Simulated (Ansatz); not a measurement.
# EuF2: the cost of one run

Program: Ansatz 0.2.0. Level of theory: DFT LDA+U (U = 4 eV, J = 0.7 eV on Eu f), plane waves, PAW, no spin–orbit coupling unless a run says so. These are calculated values, not measurements.

## (1) The starting structure

It takes space group Fm-3m (No. 225, cubic). Conventional cell: a = 5.796 Å, b = 5.796 Å, c = 5.796 Å, α = 90.00°, β = 90.00°, γ = 90.00°. Around Eu (site symmetry m-3m) lie 8 F at 2.51 Å. F (site symmetry -43m) is surrounded by 4 Eu at 2.51 Å.

Coordinates:

```
Eu F
1.0
     0.00000    2.89800    2.89800
     2.89800    0.00000    2.89800
     2.89800    2.89800    0.00000
Eu F
1 2
Direct
  0.00000 0.00000 0.00000
  0.25000 0.25000 0.25000
  0.75000 0.75000 0.75000
```

Magnetic order typed: ferromagnetic.

An earlier series on this cell reached its lowest free state from «natural orbitals of the symmetric run, filled by rank», perhaps among other starts.

## (2) From atoms, default search

Contents of input.yaml:

```yaml
crystal:
  lattice:
    - [0.0, 2.89799902, 2.89799902]
    - [2.89799902, 0.0, 2.89799902]
    - [2.89799902, 2.89799902, 0.0]
  atoms:
    - { symbol: Eu, position: [0.0, 0.0, 0.0], spin: 7.0 }
    - { symbol: F, position: [0.25, 0.25, 0.25] }
    - { symbol: F, position: [0.75, 0.75, 0.75] }
basis:
  ecutwfc: 420
  ecutrho_ratio: 4
kpoints:
  mp_grid: { grid: [6, 6, 6] }
hamiltonian:
  xc: lda
  hubbard: { sites: [{ site: 0, l: f, u: 4.0, j: 0.7 }] }
scf:
  occupations: { method: gaussian, width: 0.05 }
output:
  forces: true
  stress: true
  eigenvalues: true
  populations: true
  hubbard: { sites: [{ site: 0, l: f }] }
  write_density: true
  write_potential: true
  elf: true
  volumetric_format: npy
magnetization:
  spin_polarized: true
```

The run is started by

```sh
$ ansatz run input.yaml --threads 2 --pin off --max-ram 3072MiB --backend cpu --events-out ev --progress --plain --runs-dir out
```

Q: Estimate wall time and peak memory on 2 threads of Arm Neoverse V1, shared host.

About 3.3 s, with a peak of 0.35 GiB.
